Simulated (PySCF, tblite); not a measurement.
# C3H3AlF3N: geometry, infrared bands and NMR shifts

Wanted: the infrared bands and NMR shifts of C3H3AlF3N (`[F][AlH2-][N+]#CC=C(F)F`), by calculation.

The runs use tblite 0.8.0 and PySCF 2.14.0, with density-fitted response routines of our own; the level of theory stands in each step. All values are computed, except where a source is named. Atoms count from 0, in the outputs and in this text.

## 1. The molecule as given

11 atoms, charge 0, multiplicity 1; geometry from: force field or distance geometry start.

Bonds of the start (Å): F0–Al1 1.79, Al1–N2 1.87, N2–C3 1.17, C3–C4 1.45, C4–C5 1.33, C5–F6 1.38, C5–F7 1.35, Al1–H8 1.61, Al1–H9 1.61, C4–H10 1.07.

## 2. Optimising the geometry with GFN2-xTB

The job: settings as JSON, then the geometry in Å.

```
{"job": {"kind": "relax", "xc": "GFN2-xTB", "basis": "xTB"}, "charge": 0, "multiplicity": 1}
F      3.094100     1.947300     0.407300
Al     2.512200     0.530200    -0.516500
N      0.791100     0.117200     0.071400
C     -0.289600    -0.135900     0.430200
C     -1.606600    -0.493100     0.912600
C     -2.581000    -0.456300     0.001500
F     -2.185900    -0.084900    -1.264700
F     -3.860500    -0.752700     0.297900
H      2.483000     0.861400    -2.086800
H      3.412300    -0.766500    -0.217200
H     -1.763600    -0.764200     1.938300
```

Command:

```
OMP_NUM_THREADS=1 python probes_run.py task.json out
```

One launch serves the whole session: the jobs run in the order shown.

**Question.** This job is followed by: GFN2-xTB harmonic vibrations, gas phase; GIAO PBE0/pcSseg-1 NMR shielding, non-relativistic, gas phase. What will the session give for the following? strongest single infrared mode (GFN2-xTB); zero-point energy (GFN2-xTB); 13C shifts against TMS (PBE0/pcSseg-1); 1H shifts against TMS (PBE0/pcSseg-1, means over atoms taken as alike); 19F shifts against CFCl3 (PBE0/pcSseg-1); 27Al shifts against AlH4- (PBE0/pcSseg-1); 15N shifts against NH3 (PBE0/pcSseg-1).

The runs gave:

```
                                                              quantity                     value
                             strongest single infrared mode (GFN2-xTB)      641 cm⁻¹, 615 km/mol
                                          zero-point energy (GFN2-xTB)             31.5 kcal/mol
                                13C shifts against TMS (PBE0/pcSseg-1)    181.7, 129.1, 59.5 ppm
1H shifts against TMS (PBE0/pcSseg-1, means over atoms taken as alike)            4.98, 4.02 ppm
                              19F shifts against CFCl3 (PBE0/pcSseg-1)  -39.6, -43.0, -195.0 ppm
                             27Al shifts against AlH4- (PBE0/pcSseg-1)                  44.8 ppm
                                15N shifts against NH3 (PBE0/pcSseg-1)                 272.2 ppm
```

Over 169 steps the energy fell by 0.893 eV; of the close pairs, Al1–N2 changed most, 1.865 to 1.997 Å. No mode is imaginary among the 27: a minimum at this level. The strongest single mode, at 641 cm⁻¹, moves mainly H9 and H8. Unscaled tight-binding wavenumbers are off by several per cent, some by more. Its intensities can rank the bands wrongly. The most deshielded hydrogen is H10 (hydrogen on an alkene CH), at 4.98 ppm: a vinylic proton, deshielded by the sp2 carbon and the C=C anisotropy. At PBE0/pcSseg-1: Shielding is most anisotropic at N2 (span 401 ppm, paramagnetic term -340 ppm).
